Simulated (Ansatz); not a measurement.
# SnSe2 (1T): the cost of one run

Computed with Ansatz 0.2.0 (DFT PBE+D3(BJ), scalar-relativistic, plane waves, PAW, unless a step's input says otherwise).

**1. The starting structure**

The structure is trigonal, space group P-3m1 (No. 164). Conventional cell: a = 3.811 Å, b = 3.811 Å, c = 6.137 Å, α = 90.00°, β = 90.00°, γ = 120.00°. Sn (site symmetry -3m) has 6 Se at 2.68 Å as nearest neighbours. Se (site symmetry 3m) is surrounded by 3 Sn at 2.68 Å.

Coordinates:

```
CELL_PARAMETERS angstrom
3.81100 0.00000 0.00000
-1.90550 3.30042 0.00000
0.00000 0.00000 6.13700
ATOMIC_POSITIONS crystal
Sn 0.00000 0.00000 0.00000
Se 0.33333 0.66667 0.25000
Se 0.66667 0.33333 0.75000
```

**2. Relaxing cell and atoms: SnSe2 (1T), no spin, 12 GPa**

Contents of input.yaml:

```yaml
crystal:
  lattice:
    - [3.811, 0.0, 0.0]
    - [-1.9055, 3.3004228138, 0.0]
    - [0.0, 0.0, 6.137]
  atoms:
    - { symbol: Sn, position: [0.0, 0.0, 0.0] }
    - { symbol: Se, position: [0.3333333333, 0.6666666667, 0.25] }
    - { symbol: Se, position: [0.6666666667, 0.3333333333, 0.75] }
scf:
  occupations: { method: gaussian, width: 0.05 }
output:
  forces: true
  stress: true
  eigenvalues: true
  write_density: true
  write_potential: true
  elf: true
  volumetric_format: npy
hamiltonian:
  xc: pbe
  dispersion: d3bj
basis:
  ecutwfc: 500
kpoints:
  mp_grid: { grid: [18, 18, 10] }
relax:
  f_tol: 0.002
  max_steps: 60
  cell: { stress_tol: 0.02, p_target: 12 }
```

Launch:

```console
ansatz run input.yaml --threads 4 --pin off --max-ram 10240MiB --backend cpu --events-out ev --progress --plain --runs-dir out
```

**Question.** How long does this run take on 4 threads of Intel Xeon 6975P-C (Granite Rapids), shared host, and how much memory does it need?

About 43 s, with a peak of 1 GiB.
